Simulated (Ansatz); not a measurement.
# CH₃BF₂S: one species, many methods

Aim: compute CH₃BF₂S with functionals from several rungs and with coupled cluster. The yardstick is the atomisation energy at the CCSD(T) limit.

The runs use Ansatz 0.2.0, Gaussian basis; functionals in def2-TZVPP, the program's frozen cores in correlated methods.

The runs, in order: LDA (SPW92), PBE-D4, revPBE-D4, BLYP-D4, r2SCAN-D4, B97M-V, PBE0-D4, B3LYP-D4, r2SCANh-D4, r2SCAN0-D4, HSE06-D4, BHLYP-D4, CAM-B3LYP-D4, LC-ωPBE, ωB97X-V, ωB97M-V, B2PLYP, PBE-QIDH; CCSD(T)/def2-SVP; CCSD(T)/def2-TZVPP; CCSD(T)/def2-QZVPP; extrapolation to the limit; RPA on PBE.

## 1. The geometry

The geometry comes from an earlier relaxation with PBE0-D4 in a triple-zeta def2 set; it is a stationary point, not always the lowest conformer.

SMILES `CSB(F)F`, 8 atoms, charge 0, spin multiplicity 1.

Atoms are counted from 1 here; the program's logs count them from 0.

Bond lengths: C1–S2 1.812 Å, C1–H6 1.088 Å, C1–H7 1.089 Å, C1–H8 1.088 Å, S2–B3 1.791 Å, B3–F4 1.320 Å, B3–F5 1.323 Å. Angles: S2–C1–H6 110.8°, S2–C1–H7 106.5°, S2–C1–H8 110.8°, H6–C1–H7 109.3°, H6–C1–H8 110.0°, H7–C1–H8 109.3°, C1–S2–B3 101.2°, S2–B3–F4 119.6°, S2–B3–F5 122.5°, F4–B3–F5 117.9°.

Coordinates:

```mol
CH3BF2S
  3D, bonds by distance, orders not assigned

  8  7  0  0  0  0  0  0  0  0999 V2000
   -0.8033    0.1369    0.9219 C   0  0
    0.7193   -0.7796    0.5699 S   0  0
    1.0681   -0.2453   -1.1035 B   0  0
    2.1338   -0.7118   -1.7277 F   0  0
    0.2954    0.6096   -1.7532 F   0  0
   -0.6375    1.2090    0.8403 H   0  0
   -1.0807   -0.1073    1.9461 H   0  0
   -1.6030   -0.1686    0.2505 H   0  0
  1  2  8  0
  2  3  8  0
  3  4  8  0
  3  5  8  0
  1  6  8  0
  1  7  8  0
  1  8  8  0
M  END
```

## 2. LDA

This LDA is Slater exchange with PW92 correlation.

File in.yaml:

```yaml
crystal:
  periodic: [false, false, false]
  atoms:
    - {symbol: C, position_ang: [-0.803302, 0.136920, 0.921919]}
    - {symbol: S, position_ang: [0.719295, -0.779625, 0.569872]}
    - {symbol: B, position_ang: [1.068102, -0.245305, -1.103534]}
    - {symbol: F, position_ang: [2.133848, -0.711848, -1.727676]}
    - {symbol: F, position_ang: [0.295401, 0.609586, -1.753226]}
    - {symbol: H, position_ang: [-0.637525, 1.208964, 0.840252]}
    - {symbol: H, position_ang: [-1.080657, -0.107343, 1.946108]}
    - {symbol: H, position_ang: [-1.602963, -0.168649, 0.250486]}
basis:
  gaussian: {orbitals: def2-TZVPP}
hamiltonian: {xc: lda}
output: {orbitals: {seedname: orbitals}}
```

The run is started by

```console
$ ansatz run in.yaml --threads 2 --pin off --events-out ev --progress --plain --max-ram 22528MiB --backend cpu
```

The runs that follow: PBE-D4 (GGA); revPBE-D4 (GGA); BLYP-D4 (GGA); r2SCAN-D4 (meta-GGA); B97M-V (meta-GGA); PBE0-D4 (hybrid); B3LYP-D4 (hybrid); r2SCANh-D4 (hybrid); r2SCAN0-D4 (hybrid); HSE06-D4 (hybrid); BHLYP-D4 (hybrid); CAM-B3LYP-D4 (range-separated); LC-ωPBE (range-separated); ωB97X-V (range-separated); ωB97M-V (range-separated); B2PLYP (double hybrid); PBE-QIDH (double hybrid); CCSD(T) in def2-SVP; CCSD(T) in def2-TZVPP; CCSD(T) in def2-QZVPP; RPA on PBE orbitals.

Q: Predict the results of all the runs planned. Wanted: atomisation energy, CCSD(T)/CBS; farthest beyond LDA; mean size of error, GGA; mean size of error, meta-GGA; mean size of error, hybrid; mean size of error, range-separated; mean size of error, double hybrid; gap, smallest and largest; T1 diagnostic.

The runs gave:

| quantity | value |
| --- | --- |
| atomisation energy, CCSD(T)/CBS | 784.5 kcal/mol |
| functionals within 3.9 kcal/mol (0.5 %) | revPBE-D4, BLYP-D4, B3LYP-D4, r2SCANh-D4, LC-ωPBE, ωB97X-V, PBE-QIDH |
| farthest beyond LDA | BHLYP-D4 (-25.8 kcal/mol) |
| mean size of error, GGA | 7.8 kcal/mol |
| mean size of error, meta-GGA | 7.9 kcal/mol |
| mean size of error, hybrid | 7.6 kcal/mol |
| mean size of error, range-separated | 3.6 kcal/mol |
| mean size of error, double hybrid | 3.0 kcal/mol |
| gap, smallest and largest | 5.57 eV (LDA (SPW92)), 12.99 eV (LC-ωPBE) |
| T1 diagnostic | 0.0123 |
| triples share of the correlation energy | 3.5 % |

**Reading.** LDA overbinds by 123.3 kcal/mol (16 %). PBE-D4 is off by +22.2 kcal/mol. Double hybrids carry the basis error of their MP2 part in triple zeta, and no dispersion term here, so their miss is partly the set-up's. The rungs double hybrid, range-separated miss on average by less than the doubt on the reference (3.9 kcal/mol), so they tie. The reference freezes the cores and leaves out relativity and excitations past (T), so misses under about 3.9 kcal/mol can't be ranked. Hartree-Fock recovers 75 % of the binding; the rest is correlation. CCSD(T) in def2-SVP is off by -36.4 kcal/mol, worse than the median functional, from the basis alone. The gap grows from 5.6 to 13.0 eV across the functionals, mostly with the share of exact exchange.
